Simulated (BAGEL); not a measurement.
# SiHSClF (SMILES F[SiH]([S])Cl): UHF/def2-SVPD (density fitting with qzvpp-jkfit)

What is the vertical ionisation energy of SiHSClF at UHF/def2-SVPD (density fitting with qzvpp-jkfit)? 

The results are computed with BAGEL 1.2.2.

2 further runs of the same task are left out: 1 that didn't finish, 1 set aside as unsound or not needed.

## 1. The structure to begin with

The species is SiHSClF (5 atoms), meant as a doublet with charge 0. As SMILES, `F[SiH]([S])Cl`. The coordinates come from a PBE0-D4/def2-TZVP relaxation.

Bond lengths: F1–Si2 1.586 Å, Si2–S3 2.101 Å, Si2–Cl4 2.036 Å, Si2–H5 1.473 Å. Angles: F1–Si2–S3 112.6°, F1–Si2–Cl4 108.5°, S3–Si2–Cl4 104.7°, F1–Si2–H5 106.8°, S3–Si2–H5 113.2°, Cl4–Si2–H5 111.1°.

## 2. The energy at UHF/def2-SVPD (density fitting with qzvpp-jkfit)

job.json

```json
{ "bagel": [

{
  "title": "molecule",
  "basis": "def2-svpd.json",
  "df_basis": "qzvpp-jkfit",
  "angstrom": "true",
  "geometry": [
    { "atom": "F", "xyz": [       0.063800,      -0.754400,       1.465300 ] },
    { "atom": "Si", "xyz": [       0.139200,      -0.051800,       0.044900 ] },
    { "atom": "S", "xyz": [      -0.590500,       1.918200,       0.079800 ] },
    { "atom": "Cl", "xyz": [      -1.102000,      -1.040800,      -1.230100 ] },
    { "atom": "H", "xyz": [       1.539400,      -0.144800,      -0.401400 ] }
  ]
},

{ "title": "uhf", "nopen": 1 },

{ "title": "print", "file": "orbitals.molden", "orbitals": "true" }

]}
```

The basis set def2-SVPD is read from a file made from the Basis Set Exchange's data (not shown).

On the command line:

```bash
$ BAGEL_NUM_THREADS=1 BAGEL job.json > job.out
```

Standard output:

```text
* using 1 threads per process

  ===============================================================
  ===============================================================

  *** Geometry ***

  { "atom" : "F", "xyz" : [      0.120565,     -1.425609,      2.769016 ] },
  { "atom" : "Si", "xyz" : [      0.263050,     -0.097888,      0.084849 ] },
  { "atom" : "S", "xyz" : [     -1.115883,      3.624873,      0.150800 ] },
  { "atom" : "Cl", "xyz" : [     -2.082478,     -1.966827,     -2.324552 ] },
  { "atom" : "H", "xyz" : [      2.909044,     -0.273632,     -0.758536 ] },

  Number of auxiliary basis functions:      479

  Since a DF basis is specified, we compute 2- and 3-index integrals:
    o Being stored without compression. Storage requirement is 0.046 GB

  Number of basis functions:      109
  Number of electrons      :       57

    * METHOD: MOLECULE                             0.33

  *** Open-shell HF ***

  === Nuclear Repulsion ===
   269.3000733684

      * DIIS with orbital gradients will be used.

  === UHF iteration (def2-svpd.json) ===
      0      -1245.43072677          0.03447458           0.34
      1      -1245.58308252          0.02576967           0.24
      2      -1245.64190332          0.01525391           0.20
      3      -1245.67956169          0.00111541           0.26
      4      -1245.68025129          0.00039759           0.30
      5      -1245.68039647          0.00023149           0.38
      6      -1245.68051251          0.00015892           0.22
      7      -1245.68060492          0.00010313           0.20
      8      -1245.68064700          0.00008425           0.20
      9      -1245.68067374          0.00007934           0.21
     10      -1245.68069313          0.00007787           0.21
     11      -1245.68072726          0.00007603           0.21
     12      -1245.68079590          0.00007212           0.27
     13      -1245.68099535          0.00006217           0.22
     14      -1245.68106276          0.00005485           0.18
     15      -1245.68119427          0.00005525           0.20
     16      -1245.68120155          0.00003356           0.21
     17      -1245.68125202          0.00005143           0.19
     18      -1245.68126018          0.00001836           0.28
     19      -1245.68126776          0.00000994           0.28
     20      -1245.68126896          0.00000373           0.18
     21      -1245.68126895          0.00000332           0.19
     22      -1245.68126903          0.00000099           0.21
     23      -1245.68126905          0.00000062           0.20
     24      -1245.68126906          0.00000026           0.26
     25      -1245.68126906          0.00000009           0.27
     26      -1245.68126907          0.00000005           0.28
     27      -1245.68126907          0.00000003           0.20
     28      -1245.68126907          0.00000002           0.27
     29      -1245.68126907          0.00000002           0.27
     30      -1245.68126907          0.00000001           0.25
     31      -1245.68126907          0.00000001           0.23
    * SCF iteration converged.

    * S^2 (UHF) is 0.7600

    * Permanent dipole moment:
           (   -0.409028,    -0.230633,     0.209548) a.u.

    * METHOD: UHF                                  7.96

    * METHOD: PRINT                                0.01

  ===============================================================
```

It took 9.3 s on 1 thread of Intel Xeon 6975P-C (Granite Rapids), shared host; peak memory 0.15 GiB.

## 3. The singlet cation, same level

hf.json

```json
{ "bagel": [

{
  "title": "molecule",
  "basis": "def2-svpd.json",
  "df_basis": "qzvpp-jkfit",
  "angstrom": true,
  "geometry": [
    { "atom": "F", "xyz": [       0.063800,      -0.754400,       1.465300 ] },
    { "atom": "Si", "xyz": [       0.139200,      -0.051800,       0.044900 ] },
    { "atom": "S", "xyz": [      -0.590500,       1.918200,       0.079800 ] },
    { "atom": "Cl", "xyz": [      -1.102000,      -1.040800,      -1.230100 ] },
    { "atom": "H", "xyz": [       1.539400,      -0.144800,      -0.401400 ] }
  ]
},

{ "title": "hf", "charge": 1 },

{ "title": "print", "file": "orbitals.molden", "orbitals": true }

]}
```

The basis set def2-SVPD is read from a file made from the Basis Set Exchange's data (not shown).

On the command line:

```bash
$ BAGEL_NUM_THREADS=1 BAGEL hf.json > hf.out
```

Standard output:

```text
* using 1 threads per process

  ===============================================================
  ===============================================================

  *** Geometry ***

  { "atom" : "F", "xyz" : [      0.120565,     -1.425609,      2.769016 ] },
  { "atom" : "Si", "xyz" : [      0.263050,     -0.097888,      0.084849 ] },
  { "atom" : "S", "xyz" : [     -1.115883,      3.624873,      0.150800 ] },
  { "atom" : "Cl", "xyz" : [     -2.082478,     -1.966827,     -2.324552 ] },
  { "atom" : "H", "xyz" : [      2.909044,     -0.273632,     -0.758536 ] },

  Number of auxiliary basis functions:      479

  Since a DF basis is specified, we compute 2- and 3-index integrals:
    o Being stored without compression. Storage requirement is 0.046 GB

  Number of basis functions:      109
  Number of electrons      :       57

    * METHOD: MOLECULE                             0.24

  *** RHF ***

  === Nuclear Repulsion ===
   269.3000733684

      * DIIS with orbital gradients will be used.

  === RHF iteration (def2-svpd.json) ===
      0      -1244.96023680          0.01913019           0.12
      1      -1245.12933215          0.01431566           0.12
      2      -1245.24464641          0.00151625           0.12
      3      -1245.24861220          0.00062222           0.12
      4      -1245.24940430          0.00033610           0.14
      5      -1245.24992905          0.00021064           0.11
      6      -1245.25025296          0.00015522           0.11
      7      -1245.25052654          0.00012034           0.12
      8      -1245.25068504          0.00011045           0.12
      9      -1245.25080623          0.00010733           0.11
     10      -1245.25106293          0.00009974           0.11
     11      -1245.25151016          0.00008486           0.10
     12      -1245.25203767          0.00008284           0.11
     13      -1245.25203931          0.00007282           0.11
     14      -1245.25229922          0.00012157           0.11
     15      -1245.25230944          0.00005408           0.11
     16      -1245.25232395          0.00001728           0.11
     17      -1245.25233317          0.00000712           0.12
     18      -1245.25233405          0.00000432           0.14
     19      -1245.25233418          0.00000263           0.13
     20      -1245.25233420          0.00000161           0.12
     21      -1245.25233425          0.00000101           0.13
     22      -1245.25233428          0.00000056           0.12
     23      -1245.25233429          0.00000039           0.12
     24      -1245.25233429          0.00000031           0.13
     25      -1245.25233430          0.00000025           0.11
     26      -1245.25233430          0.00000014           0.12
     27      -1245.25233430          0.00000008           0.15
     28      -1245.25233430          0.00000005           0.12
     29      -1245.25233430          0.00000004           0.15
     30      -1245.25233430          0.00000003           0.14
     31      -1245.25233430          0.00000002           0.14
     32      -1245.25233430          0.00000001           0.14
     33      -1245.25233430          0.00000001           0.14
     34      -1245.25233430          0.00000001           0.11
     35      -1245.25233430          0.00000001           0.11
     36      -1245.25233430          0.00000001           0.14
     37      -1245.25233430          0.00000001           0.15
    * SCF iteration converged.

    * Permanent dipole moment:
           (   -0.326581,    -2.103573,     0.208065) a.u.

    * METHOD: HF                                   4.93

    * METHOD: PRINT                                0.02

  ===============================================================
```

Run time: 6.3 s. Hardware: 1 thread of Intel Xeon 6975P-C (Granite Rapids), shared host; peak memory 0.15 GiB.

## 4. Results

At UHF/def2-SVPD (density fitting with qzvpp-jkfit):

```
                                          quantity           value
                     doublet SiHSClF: total energy  -1245.68127 Eh
                    doublet SiHSClF: dipole moment          1.31 D
                             doublet SiHSClF: ⟨S²⟩           0.760
                      singlet cation: total energy  -1245.25233 Eh
                       singlet cation: HOMO energy       -18.41 eV
                       singlet cation: LUMO energy       -10.31 eV
                     singlet cation: HOMO–LUMO gap         8.11 eV
vertical ionisation energy (to the singlet cation)       11.672 eV
```

What this shows: Removing an electron at fixed nuclei costs 11.67 eV (1126 kJ/mol). Only the singlet of the ionised species was computed; a triplet could lie lower.
